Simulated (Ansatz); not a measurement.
# InP: the cost of one run

Program: Ansatz 0.2.0, driven from Python. The levels of theory stand in the script. These are calculated values, not measurements.

The COD entry's cell or inner coordinates are ideal or old and differ from later refinements, so a difference from it is no clean test against experiment.

### Step 1. The system

It takes space group F-43m (No. 216, cubic). The conventional cell has a = 5.861 Å, b = 5.861 Å, c = 5.861 Å, α = 90.00°, β = 90.00°, γ = 90.00°. In (site symmetry -43m) is surrounded by 4 P at 2.54 Å. Around P (site symmetry -43m) lie 4 In at 2.54 Å.

The script holds or builds the structure itself.

### Step 2. The script

File paw_lapw.py:

```python
"""PAW against all-electron LAPW for InP."""

import ansatz
import numpy as np


def count_gap(report):
    # lowest empty less highest filled band, counting bands; zero where they overlap
    return max(report.get("gap_by_band_count_ev") or 0.0, 0.0)


def main() -> None:
    vectors = np.array([
        [0.0, 2.9305, 2.9305],
        [2.9305, 0.0, 2.9305],
        [2.9305, 2.9305, 0.0],
    ])
    crystal = (
        ansatz.Lattice.of(vectors)
        .atom("In", [0.0, 0.0, 0.0])
        .atom("P", [0.25, 0.25, 0.25])
    )

    job = (
        crystal.calculation()
        .kpoints(6, 6, 6)  # the mesh must be finer for metals
        .functional("PBE")
        .occupations("fixed")  # whole-number filling, right only where there is a gap
        .stress()
        .forces()  # eV per angstrom
        .band_table()
    )
    variants = {
        "PAW": job.pseudopotentials("paw"),
        "LAPW": job.pseudopotentials("all_electron", lapw=True),
    }
    # totals differ by the cores that each treatment holds, so compare what does not depend on them
    rows = []
    for label, variant in variants.items():
        rep = variant.run().report
        levels = np.array(rep["eigenvalues_ev"][0]) - rep["fermi_energy_ev"]
        print(label, "levels at the first k-point near E_F:", np.round(levels[np.abs(levels) < 5], 3))
        rows.append((label, rep["n_electrons"], np.trace(rep["stress_gpa"]) / 3, count_gap(rep)))
    print("     treatment  electrons in bands           P GPa  gap by band count eV")
    for row in rows:
        print(f"{str(row[0]):>14s}  {row[1]:18.1f}  {row[2]:14.3f}  {row[3]:20.3f}")


if __name__ == "__main__":
    main()
```

### Step 3. The calls as engine input

The engine receives this input (first run):

```yaml
crystal:
  lattice:
    - [0.0, 2.9305, 2.9305]
    - [2.9305, 0.0, 2.9305]
    - [2.9305, 2.9305, 0.0]
  atoms:
    - { symbol: In, position: [0.0, 0.0, 0.0] }
    - { symbol: P, position: [0.25, 0.25, 0.25] }
kpoints:
  mp_grid:
    grid: [6, 6, 6]
hamiltonian:
  xc: pbe
  pseudopotentials:
    kind: paw
scf:
  occupations:
    method: fixed
output:
  forces: true
  stress: true
  eigenvalues: true
```

### Step 4. The run

The run is started by

```sh
$ python paw_lapw.py
```

**Question.** How long does this script take on 1 thread of Arm Neoverse V2, shared host, and how much memory does it need?

About 9.9 s, with a peak of 0.41 GiB.
